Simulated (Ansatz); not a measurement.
# Bi2Se3: an axial (c/a) deformation path

The task, for Bi2Se3: look for other minima along an axial (c/a) path.

Method: DFT PBEsol, scalar-relativistic, plane waves, PAW, in Ansatz 0.2.0.

## 1. Starting point

It takes space group R-3m (No. 166, trigonal). The conventional cell has a = 4.143 Å, b = 4.143 Å, c = 28.636 Å, α = 90.00°, β = 90.00°, γ = 120.00°. Bi (site symmetry 3m) has 6 Se at 2.85 to 3.07 Å in its first shell of neighbours. Around Se (site symmetry -3m) lie 6 Bi at 3.07 Å. Around Se (site symmetry 3m) lie 3 Bi at 2.85 Å.

Structure file:

```
Bi Se
1.0
     2.07150    1.19598    9.54533
    -2.07150    1.19598    9.54533
     0.00000   -2.39196    9.54533
Bi Se
2 3
Direct
  0.40080 0.40080 0.40080
  0.59920 0.59920 0.59920
  0.00000 0.00000 0.00000
  0.21170 0.21170 0.21170
  0.78830 0.78830 0.78830
```

No relaxation comes first: the listed cell is the starting point.

## 2. The undisturbed cell

input.yaml reads:

```yaml
crystal:
  lattice:
    - [2.0714992968, 1.1959806766, 9.54533]
    - [-2.0714992968, 1.1959806766, 9.54533]
    - [0.0, -2.3919613533, 9.54533]
  atoms:
    - { symbol: Bi, position: [0.4008, 0.4008, 0.4008] }
    - { symbol: Bi, position: [0.5992, 0.5992, 0.5992] }
    - { symbol: Se, position: [0.0, 0.0, 0.0] }
    - { symbol: Se, position: [0.2117, 0.2117, 0.2117] }
    - { symbol: Se, position: [0.7883, 0.7883, 0.7883] }
basis:
  ecutwfc: 420
kpoints:
  mp_grid: { grid: [12, 12, 12] }
hamiltonian:
  xc: pbesol
scf:
  occupations: { method: gaussian, width: 0.03 }
output:
  forces: true
  stress: true
  eigenvalues: true
  write_density: true
  write_potential: true
  elf: true
  volumetric_format: npy
```

Started as:

```sh
> ansatz run input.yaml --threads 1 --pin off --max-ram 2560MiB --backend cpu --events-out ev --progress --plain --runs-dir out
```

## 3. The scan: an axial (c/a) deformation path

At fixed volume and fractional coordinates, lengths along (0.000, 0.000, 1.000) are scaled against those across it; ρ is that ratio over its starting value.

## 4. Point ρ = 0.850

Changes to input.yaml since step 2:

```diff
@@ -2,5 +2,5 @@
   lattice:
-    - [2.0714992968, 1.1959806766, 9.54533]
-    - [-2.0714992968, 1.1959806766, 9.54533]
-    - [0.0, -2.3919613533, 9.54533]
+    - [2.1868138458, 1.2625575625, 8.56518796]
+    - [-2.1868138458, 1.2625575625, 8.56518796]
+    - [0.0, -2.5251151251, 8.56518796]
   atoms:
```

## 5. Point ρ = 1.200

Changes to input.yaml since step 4:

```diff
@@ -2,5 +2,5 @@
   lattice:
-    - [2.1868138458, 1.2625575625, 8.56518796]
-    - [-2.1868138458, 1.2625575625, 8.56518796]
-    - [0.0, -2.5251151251, 8.56518796]
+    - [1.9493554721, 1.1254609065, 10.7789993251]
+    - [-1.9493554721, 1.1254609065, 10.7789993251]
+    - [0.0, -2.2509218131, 10.7789993251]
   atoms:
@@ -23,5 +23 @@
   eigenvalues: true
-  write_density: true
-  write_potential: true
-  elf: true
-  volumetric_format: npy
```

## 6. At ρ = 0.920

Changes to input.yaml since step 5:

```diff
@@ -2,5 +2,5 @@
   lattice:
-    - [1.9493554721, 1.1254609065, 10.7789993251]
-    - [-1.9493554721, 1.1254609065, 10.7789993251]
-    - [0.0, -2.2509218131, 10.7789993251]
+    - [2.1298818586, 1.2296878644, 9.0292046991]
+    - [-2.1298818586, 1.2296878644, 9.0292046991]
+    - [0.0, -2.4593757288, 9.0292046991]
   atoms:
```

## 7. Point ρ = 1.100

Changes to input.yaml since step 6:

```diff
@@ -2,5 +2,5 @@
   lattice:
-    - [2.1298818586, 1.2296878644, 9.0292046991]
-    - [-2.1298818586, 1.2296878644, 9.0292046991]
-    - [0.0, -2.4593757288, 9.0292046991]
+    - [2.0067220765, 1.158581531, 10.1715249987]
+    - [-2.0067220765, 1.158581531, 10.1715249987]
+    - [0.0, -2.3171630621, 10.1715249987]
   atoms:
@@ -23 +23,5 @@
   eigenvalues: true
+  write_density: true
+  write_potential: true
+  elf: true
+  volumetric_format: npy
```

## 8. Point ρ = 0.960

Changes to input.yaml since step 7:

```diff
@@ -2,5 +2,5 @@
   lattice:
-    - [2.0067220765, 1.158581531, 10.1715249987]
-    - [-2.0067220765, 1.158581531, 10.1715249987]
-    - [0.0, -2.3171630621, 10.1715249987]
+    - [2.0998795261, 1.2123660097, 9.2890600279]
+    - [-2.0998795261, 1.2123660097, 9.2890600279]
+    - [0.0, -2.4247320194, 9.2890600279]
   atoms:
```

## 9. At ρ = 1.050

Changes to input.yaml since step 8:

```diff
@@ -2,5 +2,5 @@
   lattice:
-    - [2.0998795261, 1.2123660097, 9.2890600279]
-    - [-2.0998795261, 1.2123660097, 9.2890600279]
-    - [0.0, -2.4247320194, 9.2890600279]
+    - [2.0380821743, 1.1766872919, 9.8609134446]
+    - [-2.0380821743, 1.1766872919, 9.8609134446]
+    - [0.0, -2.3533745839, 9.8609134446]
   atoms:
@@ -23,5 +23 @@
   eigenvalues: true
-  write_density: true
-  write_potential: true
-  elf: true
-  volumetric_format: npy
```

## 10. ρ = 0.800

Changes to input.yaml since step 9:

```diff
@@ -2,5 +2,5 @@
   lattice:
-    - [2.0380821743, 1.1766872919, 9.8609134446]
-    - [-2.0380821743, 1.1766872919, 9.8609134446]
-    - [0.0, -2.3533745839, 9.8609134446]
+    - [2.2314549727, 1.2883311292, 8.2259160319]
+    - [-2.2314549727, 1.2883311292, 8.2259160319]
+    - [0.0, -2.5766622584, 8.2259160319]
   atoms:
@@ -23 +23,5 @@
   eigenvalues: true
+  write_density: true
+  write_potential: true
+  elf: true
+  volumetric_format: npy
```

## 11. At ρ = 1.300

Changes to input.yaml since step 10:

```diff
@@ -2,5 +2,5 @@
   lattice:
-    - [2.2314549727, 1.2883311292, 8.2259160319]
-    - [-2.2314549727, 1.2883311292, 8.2259160319]
-    - [0.0, -2.5766622584, 8.2259160319]
+    - [1.8980326232, 1.0958296459, 11.3698093442]
+    - [-1.8980326232, 1.0958296459, 11.3698093442]
+    - [0.0, -2.1916592919, 11.3698093442]
   atoms:
@@ -23,5 +23 @@
   eigenvalues: true
-  write_density: true
-  write_potential: true
-  elf: true
-  volumetric_format: npy
```

(Steps that only read results are left out.)

What does the calculation give? Wanted: highest point.

**Answer**, as computed:

| quantity | value |
| --- | --- |
| highest point | 198.9 meV/atom at ρ = 1.300 |

What this shows: The undisturbed cell stays the lowest of the sampled points. No sampled point inside the path is a dip, apart from those named. The gap on the mesh, 0.13 eV at the start, reads zero at ρ = 0.800. Spin-orbit coupling is left out, which matters for the bands of Bi.
